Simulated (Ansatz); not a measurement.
# AlGeH₇Si: one species, many methods

One table from this session's results is given with a row withheld; the runs are named, their logs left out.

The runs use Ansatz 0.2.0, Gaussian basis; functionals in def2-TZVPP, the program's frozen cores in correlated methods.

Levels to be run: LDA (SPW92), PBE-D4, revPBE-D4, BLYP-D4, r2SCAN-D4, B97M-V, PBE0-D4, B3LYP-D4, r2SCANh-D4, r2SCAN0-D4, HSE06-D4, BHLYP-D4, CAM-B3LYP-D4, LC-ωPBE, ωB97X-V, ωB97M-V, B2PLYP, PBE-QIDH; CCSD(T)/def2-SVP; CCSD(T)/def2-TZVPP; MP2/def2-QZVPP; extrapolation to the limit; RPA on PBE.

## The relaxed structure

An earlier PBE0-D4 in a triple-zeta def2 set relaxation fixed the geometry.

SMILES `[SiH3][AlH][GeH3]`, 10 atoms, charge 0, spin multiplicity 1.

Atoms are counted from 1 here; the program's logs count them from 0.

Bond lengths: Si1–Al2 2.457 Å, Si1–H4 1.492 Å, Si1–H5 1.490 Å, Si1–H6 1.492 Å, Al2–Ge3 2.481 Å, Al2–H7 1.590 Å, Ge3–H8 1.543 Å, Ge3–H9 1.543 Å, Ge3–H10 1.541 Å. Angles: Al2–Si1–H4 110.2°, Al2–Si1–H5 114.0°, Al2–Si1–H6 110.1°, H4–Si1–H5 107.7°, H4–Si1–H6 106.9°, H5–Si1–H6 107.7°, Si1–Al2–Ge3 118.6°, Si1–Al2–H7 121.3°, Ge3–Al2–H7 120.1°, Al2–Ge3–H8 111.0°, Al2–Ge3–H9 111.0°, Al2–Ge3–H10 114.4°, H8–Ge3–H9 106.0°, H8–Ge3–H10 107.0°, H9–Ge3–H10 107.0°.

The first run:

in.yaml reads:

```yaml
crystal:
  periodic: [false, false, false]
  atoms:
    - {symbol: Si, position_ang: [-1.514184, 1.190980, -0.917180]}
    - {symbol: Al, position_ang: [0.727288, 0.203162, -0.719107]}
    - {symbol: Ge, position_ang: [1.204140, -1.277142, 1.213656]}
    - {symbol: H, position_ang: [-2.548729, 0.116587, -0.962324]}
    - {symbol: H, position_ang: [-1.695324, 2.045572, -2.123960]}
    - {symbol: H, position_ang: [-1.812700, 2.029146, 0.280891]}
    - {symbol: H, position_ang: [1.858640, 0.498392, -1.796917]}
    - {symbol: H, position_ang: [0.237857, -2.480190, 1.240653]}
    - {symbol: H, position_ang: [0.990961, -0.530166, 2.547248]}
    - {symbol: H, position_ang: [2.635149, -1.847340, 1.240141]}
basis:
  gaussian: {orbitals: def2-TZVPP}
hamiltonian: {xc: lda}
output: {orbitals: {seedname: orbitals}}
```

Command:

```console
$ ansatz run in.yaml --threads 2 --pin off --events-out ev --progress --plain --max-ram 4352MiB
```

Steps of the session up to this table: LDA; PBE-D4 (GGA); revPBE-D4 (GGA); BLYP-D4 (GGA); r2SCAN-D4 (meta-GGA); B97M-V (meta-GGA); PBE0-D4 (hybrid); B3LYP-D4 (hybrid); r2SCANh-D4 (hybrid); r2SCAN0-D4 (hybrid); HSE06-D4 (hybrid); BHLYP-D4 (hybrid); CAM-B3LYP-D4 (range-separated); LC-ωPBE (range-separated); ωB97X-V (range-separated); ωB97M-V (range-separated); B2PLYP (double hybrid); PBE-QIDH (double hybrid).

One of the session's tables, all rows but one given; the rest of the session is left out.

It belongs to the step «Orbital energies across the functionals». 

| functional | HOMO (eV) | LUMO (eV) | gap (eV) |
| --- | --- | --- | --- |
| LDA (SPW92) | -6.38 | -3.29 | 3.09 |
| PBE-D4 | -6.29 | -3.11 | 3.18 |
| revPBE-D4 | -6.25 | -3.02 | 3.23 |
| BLYP-D4 | -6.14 | -2.97 | 3.17 |
| r2SCAN-D4 | -6.53 | -2.91 | 3.62 |
| B97M-V | -6.60 | -3.09 | 3.51 |
| PBE0-D4 | -7.29 | -2.37 | 4.91 |
| B3LYP-D4 | -7.10 | -2.54 | 4.55 |
| r2SCANh-D4 | -6.89 | -2.65 | 4.24 |
| r2SCAN0-D4 | -7.44 | -2.27 | 5.16 |
| HSE06-D4 | -6.90 | -2.74 | 4.16 |
| BHLYP-D4 | -8.17 | -1.57 | 6.60 |
| CAM-B3LYP-D4 | -8.48 | -1.39 | 7.09 |
| LC-ωPBE | ? | ? | ? |
| ωB97X-V | -9.44 | -0.46 | 8.98 |
| ωB97M-V | -9.21 | -0.72 | 8.48 |

**Question.** Estimate the row for LC-ωPBE.

As computed: HOMO (eV): -9.75; LUMO (eV): -0.35; gap (eV): 9.40. In the column «HOMO (eV)» it is the lowest.
